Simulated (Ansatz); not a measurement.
# InCl₃: basis-set convergence

Aim: see how fast density functionals converge with the basis set for InCl₃.

Program: Ansatz 0.2.0, Gaussian basis. Level of theory: one geometry, several basis sets. These are calculated values, not measurements.

Plan: PBE0-D4/def2-SVP; ωB97M-V/def2-SVP; PBE0-D4/def2-QZVPP; ωB97M-V/def2-QZVPP; the functionals' def2-TZVPP values are taken from earlier runs.

## Step 1: Structure used throughout

An earlier PBE0-D4 in a triple-zeta def2 set relaxation fixed the geometry. In takes the def2 core potential; no spin-orbit term is included.

SMILES `[Cl][In]([Cl])[Cl]`, 4 atoms, charge 0, spin multiplicity 1.

Atoms are counted from 1 here; the program's logs count them from 0.

Bond lengths: Cl1–In2 2.293 Å, In2–Cl3 2.293 Å, In2–Cl4 2.293 Å. Angles: Cl1–In2–Cl3 120.0°, Cl1–In2–Cl4 120.0°, Cl3–In2–Cl4 120.0°.

Coordinates:

```
atom    x (Å)    y (Å)    z (Å)
 Cl1  -0.2029   0.5215   2.2136
 In2   0.0144  -0.0148  -0.0053
 Cl3   1.0159  -1.9852  -0.6153
 Cl4  -0.7720   1.4183  -1.6132
```

## Step 2: PBE0-D4 in def2-SVP

in.yaml reads:

```yaml
crystal:
  periodic: [false, false, false]
  atoms:
    - {symbol: Cl, position_ang: [-0.202939, 0.521451, 2.213561]}
    - {symbol: In, position_ang: [0.014396, -0.014832, -0.005252]}
    - {symbol: Cl, position_ang: [1.015911, -1.985201, -0.615343]}
    - {symbol: Cl, position_ang: [-0.771970, 1.418281, -1.613166]}
basis:
  gaussian: {orbitals: def2-SVP}
hamiltonian: {xc: pbe0, dispersion: d4}
output: {orbitals: {seedname: orbitals}}
```

Launch:

```
$ ansatz run in.yaml --threads 2 --pin off --events-out ev --progress --plain --max-ram 32768MiB --backend cpu
```

Further steps of the session: ωB97M-V in def2-SVP; PBE0-D4 in def2-QZVPP; ωB97M-V in def2-QZVPP.

**Question.** What will the summary of the whole plan be? Wanted: PBE0-D4: double and triple zeta above quadruple; ωB97M-V: double and triple zeta above quadruple.

The runs gave:

```
                                       quantity           value
PBE0-D4: double and triple zeta above quadruple  14.39, 1.14 eV
ωB97M-V: double and triple zeta above quadruple  14.18, 1.09 eV
```

What this shows: For PBE0-D4 the step from double to triple zeta gains 13.25 eV and the next only 1.14 eV. These are total energies; as a rule much of such shifts cancels in differences, which this series doesn't test.
